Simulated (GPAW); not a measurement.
# BiS (Pm-3m) in GPAW: convergence with k mesh

Aim: find how far k mesh must go before the results for BiS settle, at PBE. This setting moves, with any that are tied to it; all else stays.

Everything below comes from runs of GPAW 26.7.0. Logs are shortened: lines on timing, memory, paths and dates and some standing lists are left out, and cuts for length are marked. The log counts tension as positive stress, the text compression.

### 1 Starting point

The structure is cubic, space group Pm-3m (No. 221). Conventional cell: a = 4.003 Å, b = 4.003 Å, c = 4.003 Å, α = 90.00°, β = 90.00°, γ = 90.00°. Bi (site symmetry m-3m) is surrounded by 8 S at 3.47 Å. S (site symmetry m-3m) is surrounded by 8 Bi at 3.47 Å.

The cell was built by a generator and needn't be a form met in nature.

### 2 With k mesh 2 × 2 × 2

run.py

```python
from ase.dft.bandgap import bandgap
from ase.io import read, write
from ase.units import GPa
from gpaw import GPAW, PW

atoms = read('POSCAR')

calc = GPAW(mode=PW(600),
            xc='PBE',
            kpts={'size': (2, 2, 2), 'gamma': True},
            occupations={'name': 'fermi-dirac', 'width': 0.05},
            nbands=20,
            convergence={'density': 1e-05, 'energy': 1e-05},
            maxiter=100,
            txt='gpaw.txt')
atoms.calc = calc
energy = atoms.get_potential_energy()
forces = atoms.get_forces()
stress = atoms.get_stress()
calc.write('gs.gpw')
write('result.traj', atoms)
print(f'Energy: {energy:.6f} eV')
print('Forces (eV/A):')
print(forces.round(4))
print('Stress (GPa):', (stress / GPa).round(3))
print('Fermi level:', round(calc.get_fermi_level(), 4), 'eV')
print(f'Gap: {bandgap(calc)[0]:.4f} eV, direct: {bandgap(calc, direct=True)[0]:.4f} eV')
```

POSCAR

```
BiS
1.0
    4.0029443400      0.0000000000      0.0000000000
    0.0000000000      4.0029443400      0.0000000000
    0.0000000000      0.0000000000      4.0029443400
Bi S
1 1
Direct
    0.5000000000      0.5000000000      0.5000000000
    0.0000000000      0.0000000000      0.0000000000
```

Potentials or basis: GPAW PAW data sets (gpaw-data 1.2.1), pw.

Launch:

```console
$ OMP_NUM_THREADS=1 python run.py
```

gpaw.txt:

```text
__  _  _
 | _ |_)|_||  |
 |__||  | ||/\| - 26.7.0

Input parameters:
  mode=PW(ecut=600.0),
  convergence={'density': 1e-05, 'energy': 1e-05},
  kpts=MonkhorstPack(size=(2, 2, 2), gamma=True),
  maxiter=100,
  nbands=20,
  occupations=Occupations(name='fermi-dirac', width=0.05),
  xc=XC(name='PBE')

Diagonalizing LCAO Hamiltonian
Converting LCAO to pw mode
   .---------.
  /|         |
 * |         |
 | |   Bi    |
 | |         |
 | .---------.
 |/         /
 S---------*

Atoms  # Å, Bohr magnetons
|   | symbol |        x |        y |        z |    initial magnetic moments |
|---|--------|----------|----------|----------|-----------------------------|
| 0 |     Bi | 2.001472 | 2.001472 | 2.001472 | ( 0.0000,  0.0000,  0.0000) |
| 1 |      S | 0.000000 | 0.000000 | 0.000000 | ( 0.0000,  0.0000,  0.0000) |

Unit cell  # Å
| periodic |        x |        y |        z |  lengths |    angles |
|----------|----------|----------|----------|----------|-----------|
|      yes | 4.002944 | 0.000000 | 0.000000 | 4.002944 | 90.000000 |
|      yes | 0.000000 | 4.002944 | 0.000000 | 4.002944 | 90.000000 |
|      yes | 0.000000 | 0.000000 | 4.002944 | 4.002944 | 90.000000 |

Number of symmetries: 48
Symmetry operations  # r_c * U_cc + t_c -> r_c
|    | kind |            matrix            |
|----|------|------------------------------|
|  0 |  E   |  1, 0, 0,  0, 1, 0,  0, 0, 1 |
|  1 |  σ   |  1, 0, 0,  0, 1, 0,  0, 0,-1 |
|  2 |  σ   |  1, 0, 0,  0, 0, 1,  0, 1, 0 |
|  3 |  C4  |  1, 0, 0,  0, 0, 1,  0,-1, 0 |
|  4 |  C4  |  1, 0, 0,  0, 0,-1,  0, 1, 0 |
|  5 |  σ   |  1, 0, 0,  0, 0,-1,  0,-1, 0 |
|  6 |  σ   |  1, 0, 0,  0,-1, 0,  0, 0, 1 |
|  7 |  C2  |  1, 0, 0,  0,-1, 0,  0, 0,-1 |
|  8 |  σ   |  0, 1, 0,  1, 0, 0,  0, 0, 1 |
|  9 |  C2  |  0, 1, 0,  1, 0, 0,  0, 0,-1 |
| 10 |  C3  |  0, 1, 0,  0, 0, 1,  1, 0, 0 |
| 11 |  S6  |  0, 1, 0,  0, 0, 1, -1, 0, 0 |
| 12 |  S6  |  0, 1, 0,  0, 0,-1,  1, 0, 0 |
| 13 |  C3  |  0, 1, 0,  0, 0,-1, -1, 0, 0 |
| 14 |  C4  |  0, 1, 0, -1, 0, 0,  0, 0, 1 |
| 15 |  S4  |  0, 1, 0, -1, 0, 0,  0, 0,-1 |
| 16 |  C3  |  0, 0, 1,  1, 0, 0,  0, 1, 0 |
[... 134 lines left out ...]
  Trust region scale: 1.0
  Backstep threshold: 4.0
  History deletion threshold: 6.0
  Fourier metric: weight=20.0, sigma=0.015

occupation numbers:
  Fermi-Dirac:
    width: 0.0500  # eV

poisson solver:
  ecut: 4800.0  # eV

xc functional:
  name: PBE with 2 nearest neighbor stencil

convergence criteria:
- Maximum integral of absolute [dens]ity change: 1e-05 electrons / valence electron
- Maximum [total energy] change in last 3 cyles: 1e-05 eV / valence electron
- Maximum integral of absolute [eigenst]ate change: 4e-08 eV^2 / valence electron
maximum number of iterations: 100

SCF iterations
|iter     | |      energy | eigst |  dens |
|---------|-|-------------|-------|-------|
|iter:   1| |   -8.914358 | -0.57 |       |
|iter:   2| |   -8.525676 | -2.58 | -0.98 |
|iter:   3| |   -8.183980 | -1.93 | -1.03 |
|iter:   4| |   -7.962288 | -2.85 | -1.42 |
|iter:   5| |   -7.954058 | -3.05 | -1.91 |
|iter:   6| |   -7.950623 | -4.31 | -2.30 |
|iter:   7| |   -7.950617 | -4.95 | -2.92 |
|iter:   8| |   -7.950610c| -6.62 | -3.78 |
|iter:   9| |   -7.950607c| -6.84 | -4.23 |
|iter:  10| |   -7.950608c| -8.21c| -4.60 |
|iter:  11| |   -7.950608c| -9.03c| -5.25c|

Converged in 11 steps
Energy contributions relative to reference atoms: (reference = -595706.002850)

Energy contributions:
  Kinetic:           3.900037
  Coulomb:          -6.178602
  Zero:             -1.389822
  External:          0.000000
  Xc:               -4.264662
  Entropy:          -0.035117
  Spinorbit:         0.000000
  ----------------------------
  Free energy:      -7.968166
  Extrapolated:     -7.950608

dipole moment: (-12.898276, -12.898276, -12.898276)  # |e|*Ang

Fermi level: 3.457
Eigenvalues  # (at kpt = [0.000, 0.000, 0.000])
| band index |      eig [eV] | occ [0-2] |
|------------|---------------|-----------|
|          0 |       -19.446 |     2.000 |
|        ... |               |           |
|          2 |       -19.406 |     2.000 |
|          3 |       -19.406 |     2.000 |
|          4 |       -19.406 |     2.000 |
|          5 |        -8.487 |     2.000 |
|          6 |        -5.398 |     2.000 |
|          7 |         2.369 |     2.000 |
[... 8 lines left out ...]
|         16 |        15.176 |     0.000 |
|         17 |        15.176 |     0.000 |
|        ... |               |           |
|         19 |        17.210 |     0.000 |

No gap
No difference between direct/indirect transitions

Forces  # eV/Ang
|        x |        y |        z |
|----------|----------|----------|
| -0.00000 | -0.00000 | -0.00000 |  # Bi   0
|  0.00000 |  0.00000 |  0.00000 |  # S    1

Stress tensor  # eV/Ang^3
|         x |         y |        z |
|-----------|-----------|----------|
|  0.063752 | -0.000000 | 0.000000 |
| -0.000000 |  0.063752 | 0.000000 |
|  0.000000 |  0.000000 | 0.063752 |

# Writing to gs.gpw (mode='')
```

Wall time 5.7 s (1 thread of Arm Neoverse V1, shared host); peak memory 0.14 GiB.

Results:

```yaml
Free_energy: -7.9682 eV
Pressure: -10.2 GPa
Band_gap_on_the_k_mesh: none (metal or under the smearing width)
```

### 3 With k mesh 3 × 3 × 3

run.py: that of step 2 with these lines changed.

```diff
@@ -9,3 +9,3 @@
             xc='PBE',
-            kpts={'size': (2, 2, 2), 'gamma': True},
+            kpts={'size': (3, 3, 3), 'gamma': True},
             occupations={'name': 'fermi-dirac', 'width': 0.05},
```

POSCAR is that of step 2.

Potentials or basis: GPAW PAW data sets (gpaw-data 1.2.1), pw.

Launch:

```console
$ OMP_NUM_THREADS=1 python run.py
```

Wall time 5.6 s (1 thread of Arm Neoverse V1, shared host); peak memory 0.14 GiB.

What came out:

```yaml
Free_energy: -7.7400 eV
Pressure: -9.9 GPa
Band_gap_on_the_k_mesh: none (metal or under the smearing width)
```

### 4 With k mesh 4 × 4 × 4

run.py: that of step 3 with these lines changed.

```diff
@@ -9,3 +9,3 @@
             xc='PBE',
-            kpts={'size': (3, 3, 3), 'gamma': True},
+            kpts={'size': (4, 4, 4), 'gamma': True},
             occupations={'name': 'fermi-dirac', 'width': 0.05},
```

POSCAR is that of step 3.

Launch:

```console
$ OMP_NUM_THREADS=1 python run.py
```

It took 9.9 s on 1 thread of Arm Neoverse V1, shared host; peak memory 0.14 GiB.

Results (log left out):

```yaml
Free_energy: -7.9071 eV
Pressure: -11.2 GPa
Band_gap_on_the_k_mesh: none (metal or under the smearing width)
```

### 5 With k mesh 5 × 5 × 5

run.py: that of step 4 with these lines changed.

```diff
@@ -9,3 +9,3 @@
             xc='PBE',
-            kpts={'size': (4, 4, 4), 'gamma': True},
+            kpts={'size': (5, 5, 5), 'gamma': True},
             occupations={'name': 'fermi-dirac', 'width': 0.05},
```

POSCAR is that of step 4.

Launch:

```console
$ OMP_NUM_THREADS=1 python run.py
```

Run time: 9.9 s. Hardware: 1 thread of Arm Neoverse V1, shared host; peak memory 0.15 GiB.

Results (log left out):

```
Free energy            : -7.8079 eV
Pressure               : -10.9 GPa
Band gap on the k mesh : none (metal or under the smearing width)
```

### 6 With k mesh 6 × 6 × 6

run.py: that of step 5 with these lines changed.

```diff
@@ -9,3 +9,3 @@
             xc='PBE',
-            kpts={'size': (5, 5, 5), 'gamma': True},
+            kpts={'size': (6, 6, 6), 'gamma': True},
             occupations={'name': 'fermi-dirac', 'width': 0.05},
```

POSCAR is that of step 5.

Potentials or basis: GPAW PAW data sets (gpaw-data 1.2.1), pw.

Launch:

```console
$ OMP_NUM_THREADS=1 python run.py
```

Wall time 17 s (1 thread of Arm Neoverse V1, shared host); peak memory 0.16 GiB.

Results (log left out):

| Property | Result |
| --- | --- |
| Free energy | -7.8580 eV |
| Pressure | -11.0 GPa |
| Band gap on the k mesh | none (metal or under the smearing width) |

### 7 With k mesh 7 × 7 × 7

run.py: that of step 6 with these lines changed.

```diff
@@ -9,3 +9,3 @@
             xc='PBE',
-            kpts={'size': (6, 6, 6), 'gamma': True},
+            kpts={'size': (7, 7, 7), 'gamma': True},
             occupations={'name': 'fermi-dirac', 'width': 0.05},
```

POSCAR is that of step 6.

Launch:

```console
$ OMP_NUM_THREADS=1 python run.py
```

Wall time 17 s (1 thread of Arm Neoverse V1, shared host); peak memory 0.16 GiB.

The run converged. Its results:

| Item | Value |
| --- | --- |
| Free energy | -7.8728 eV |
| Pressure | -11.0 GPa |
| Band gap on the k mesh | none (metal or under the smearing width) |

### 8 With k mesh 9 × 9 × 9

run.py: that of step 7 with these lines changed.

```diff
@@ -9,3 +9,3 @@
             xc='PBE',
-            kpts={'size': (7, 7, 7), 'gamma': True},
+            kpts={'size': (9, 9, 9), 'gamma': True},
             occupations={'name': 'fermi-dirac', 'width': 0.05},
```

POSCAR is that of step 7.

Launch:

```console
$ OMP_NUM_THREADS=1 python run.py
```

Run time: 28 s. Hardware: 1 thread of Arm Neoverse V1, shared host; peak memory 0.17 GiB.

Results (log left out):

| Quantity | Value |
| --- | --- |
| Free energy | -7.8778 eV |
| Pressure | -11.2 GPa |
| Band gap on the k mesh | none (metal or under the smearing width) |

### 9 The series at a glance

| k mesh | energy less the tightest run, at zero smearing (meV/atom) | pressure (GPa) | SCF cycles | CPU time (s) | peak memory (GiB) |
| --- | --- | --- | --- | --- | --- |
| 2 × 2 × 2 | -39.65 | -10.21 | 11 | 5.7 | 0.14 |
| 3 × 3 × 3 | 76.77 | -9.93 | 11 | 5.6 | 0.14 |
| 4 × 4 × 4 | -14.11 | -11.24 | 11 | 9.9 | 0.14 |
| 5 × 5 × 5 | 40.24 | -10.85 | 11 | 9.9 | 0.15 |
| 6 × 6 × 6 | 10.90 | -11.00 | 11 | 17 | 0.16 |
| 7 × 7 × 7 | 1.98 | -10.99 | 11 | 17 | 0.16 |
| 9 × 9 × 9 | 0.00 | -11.19 | 11 | 28 | 0.17 |

Not settled before the last step: the energy (to 1 meV/atom), the pressure (to 0.1 GPa). Meshes of other sizes hit other points, so gaps and Fermi surfaces needn't settle smoothly. The tightest run that finished is the yardstick and may itself not be fully converged.

Caveats: spin-orbit coupling is left out, which moves the levels of the heavy elements.
